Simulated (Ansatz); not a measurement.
# TiAl: a strain scan

The task, for TiAl: strain the cell along the Voigt pattern (1, -1, 0, 0, 0, 0).

Method: DFT r2SCAN, scalar-relativistic, plane waves, PAW, in Ansatz 0.2.0.

**1. The starting structure**

It takes space group P4/mmm (No. 123, tetragonal). Conventional cell: a = 2.837 Å, b = 2.837 Å, c = 4.059 Å, α = 90.00°, β = 90.00°, γ = 90.00°. Around Ti (site symmetry 4/mmm) lie 4 Ti at 2.84 Å and 8 Al at 2.85 Å. Al (site symmetry 4/mmm) is surrounded by 4 Al at 2.84 Å and 8 Ti at 2.85 Å.

Coordinates:

```cif
data_structure
_symmetry_space_group_name_H-M 'P4/mmm'
_symmetry_Int_Tables_number 123
_cell_length_a 2.8373
_cell_length_b 2.8373
_cell_length_c 4.0591
_cell_angle_alpha 90.000
_cell_angle_beta 90.000
_cell_angle_gamma 90.000
_cell_volume 32.68
loop_
_atom_site_label
_atom_site_type_symbol
_atom_site_symmetry_multiplicity
_atom_site_Wyckoff_symbol
_atom_site_fract_x
_atom_site_fract_y
_atom_site_fract_z
_atom_site_occupancy
Ti1 Ti 1 a 0.00000 0.00000 0.00000 1
Al1 Al 1 d 0.50000 0.50000 0.50000 1
```

No relaxation comes first: the listed cell is the starting point.

**2. Zero of energy**

The reference gives a free energy of -3045.6909 eV, pressure -2.03 GPa, largest force 0.000 eV/Å and gap on the mesh none (metal). It was computed beforehand with the settings of the runs below.

**3. Setting up a strain scan**

The cell is strained by ε times the Voigt pattern (1, -1, 0, 0, 0, 0) (xx, yy, zz, yz, xz, xy; engineering shear), with fractional coordinates fixed (clamped ions). The stress on the pattern is the sum of the stress components weighted by it, tension positive.

**4. ε = -0.1000**

input.yaml

```yaml
crystal:
  lattice:
    - [2.55357, 0.0, 0.0]
    - [0.0, 3.12103, 0.0]
    - [0.0, 0.0, 4.0591]
  atoms:
    - { symbol: Ti, position: [0.0, 0.0, 0.0] }
    - { symbol: Al, position: [0.5, 0.5, 0.5] }
basis:
  ecutwfc: 500
kpoints:
  mp_grid: { grid: [16, 16, 12] }
hamiltonian:
  xc: r2scan
scf:
  occupations: { method: gaussian, width: 0.15 }
output:
  forces: true
  stress: true
  eigenvalues: true
```

Run with:

```
$ ansatz run input.yaml --threads 1 --pin off --max-ram 2560MiB --backend cpu --events-out ev --progress --plain --runs-dir out
```

**5. Point ε = 0.0750**

input.yaml, as its differences from that of step 4:

```diff
@@ -2,4 +2,4 @@
   lattice:
-    - [2.55357, 0.0, 0.0]
-    - [0.0, 3.12103, 0.0]
+    - [3.0500975, 0.0, 0.0]
+    - [0.0, 2.6245025, 0.0]
     - [0.0, 0.0, 4.0591]
```

**6. ε = -0.0500**

input.yaml, as its differences from that of step 5:

```diff
@@ -2,4 +2,4 @@
   lattice:
-    - [3.0500975, 0.0, 0.0]
-    - [0.0, 2.6245025, 0.0]
+    - [2.695435, 0.0, 0.0]
+    - [0.0, 2.979165, 0.0]
     - [0.0, 0.0, 4.0591]
@@ -20 +20,5 @@
   eigenvalues: true
+  write_density: true
+  write_potential: true
+  elf: true
+  volumetric_format: npy
```

**7. Point ε = 0.0250**

input.yaml, as its differences from that of step 6:

```diff
@@ -2,4 +2,4 @@
   lattice:
-    - [2.695435, 0.0, 0.0]
-    - [0.0, 2.979165, 0.0]
+    - [2.9082325, 0.0, 0.0]
+    - [0.0, 2.7663675, 0.0]
     - [0.0, 0.0, 4.0591]
@@ -20,5 +20 @@
   eigenvalues: true
-  write_density: true
-  write_potential: true
-  elf: true
-  volumetric_format: npy
```

**8. ε = 0.0875**

input.yaml, as its differences from that of step 7:

```diff
@@ -2,4 +2,4 @@
   lattice:
-    - [2.9082325, 0.0, 0.0]
-    - [0.0, 2.7663675, 0.0]
+    - [3.08556375, 0.0, 0.0]
+    - [0.0, 2.58903625, 0.0]
     - [0.0, 0.0, 4.0591]
```

(Steps that only read results are left out.)

Before running it: what results should come out? Wanted: slope of the stress at ε = 0, from the points at -0.0500, 0 and 0.0250.

**Answer**, as computed:

| quantity | value |
| --- | --- |
| slope of the stress at ε = 0, from the points at -0.0500, 0 and 0.0250 | 286 GPa |

In words: From the stress slope, C11 + C22 − 2 C12 is about 286 GPa with the ions clamped; letting the atoms relax could not make it stiffer. The step is wide, so higher orders mix in. The reference stands under -2.0 GPa, so this is no zero-stress constant. No sampled point lies below the undisturbed cell.
